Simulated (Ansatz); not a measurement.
ScIn3, space group Pm-3m, a check of PAW against all-electron LAPW

With Ansatz 0.2.0 through its Python package.

Typed at the interpreter:
```pycon
>>> import ansatz as az
>>> import numpy as np
>>> def count_gap(report):
...     # lowest empty less highest filled band, counting bands; zero where they overlap
...     return max(report.get('gap_by_band_count_ev') or 0.0, 0.0)
...
>>> cell = (
...     az.Lattice.cubic(4.46)
...     .space_group(221)
...     .atom('Sc', [0.0, 0.0, 0.0])
...     .atom('In', [0.0, 0.5, 0.5])
... )
>>> cell.resolved().sites[-1]
Site(symbol='In', position=(0.5, 0.5, 0.0), moment=None, axis=None, held=None, saved=None)
>>> base = (
...     cell.calculation()
...     .occupations(az.OccupationsMethod.METHFESSEL_PAXTON)
...     .mixing('broyden', ndim=6, beta=0.4)
...     .scf(self_checks='high')
...     .functional(az.Functional.LDA)
...     .kpoints(4, 4, 4, shift=0.5)
...     .stress()
...     .forces()
...     .band_table()
... )
>>> variants = {
...     'PAW': base.pseudopotentials('paw'),
...     'LAPW': base.pseudopotentials('all_electron', lapw=True),
... }
>>> # totals differ by the cores that each treatment holds, so compare what does not depend on them
>>> rows = []
>>> for label, variant in variants.items():
...     report = variant.run().report
...     levels = np.array(report['eigenvalues_ev'][0]) - report['fermi_energy_ev']
...     print(label, 'levels at the first k-point near E_F:', np.round(levels[np.abs(levels) < 5], 3))
...     rows.append((label, report['n_electrons'], np.trace(report['stress_gpa']) / 3, count_gap(report)))
...
DeckWarning: basis.ecutwfc = 420 eV, auto-derived from the records' recommended cutoffs: set by Sc (normal level)
PAW levels at the first k-point near E_F: [-3.787 -3.787 -2.586 -0.292 -0.292  0.934  0.934  1.671  2.46   2.46 ]
LAPW levels at the first k-point near E_F: [-3.787 -3.787 -2.585 -0.292 -0.292  0.934  0.934  1.671  2.46   2.46
  3.819  4.448  4.747]
>>> for row in rows:
...     print('; '.join(f'{name} = {round(v, 4) if isinstance(v, float) else v}' for name, v in zip(['treatment', 'electrons in bands', 'P GPa', 'gap by band count eV'], row)))
...
treatment = PAW; electrons in bands = 50.0; P GPa = -3.403; gap by band count eV = 0.0
treatment = LAPW; electrons in bands = 74.0; P GPa = -3.3844; gap by band count eV = 0.0
```

PAW gives -3.403 GPa and LAPW -3.384 GPa, 0.019 GPa apart. They took 0.8 and 5.6 s of processor time.

Reading the output:
- These settings explore the input space; cutoff and mesh may be short of convergence.
- Spin is left out of this run.
- The computed bands are complete only to about 2.2 eV above the Fermi level.
- For a metal this k-point mesh is coarse: on a finer one energies can move by several to tens of meV an atom and pressures by half a GPa or more, differences at one mesh by less.
- A gap by band count of zero or less means overlapping bands, a metal.
- The starting cell is as deposited in a crystallographic database; the results hold for this polymorph, which needn't be the stable one.
- Levels are Kohn-Sham eigenvalues on this mesh, without spin-orbit coupling.
- Warnings are shown shortened and without file and line.
- Pressure is positive in compression; the treatments may keep other shells as core, so totals and counts of electrons can differ.
- Finished in 7.1 s on 1 thread of Arm Neoverse V2, on a shared host, peak memory 0.48 GiB.
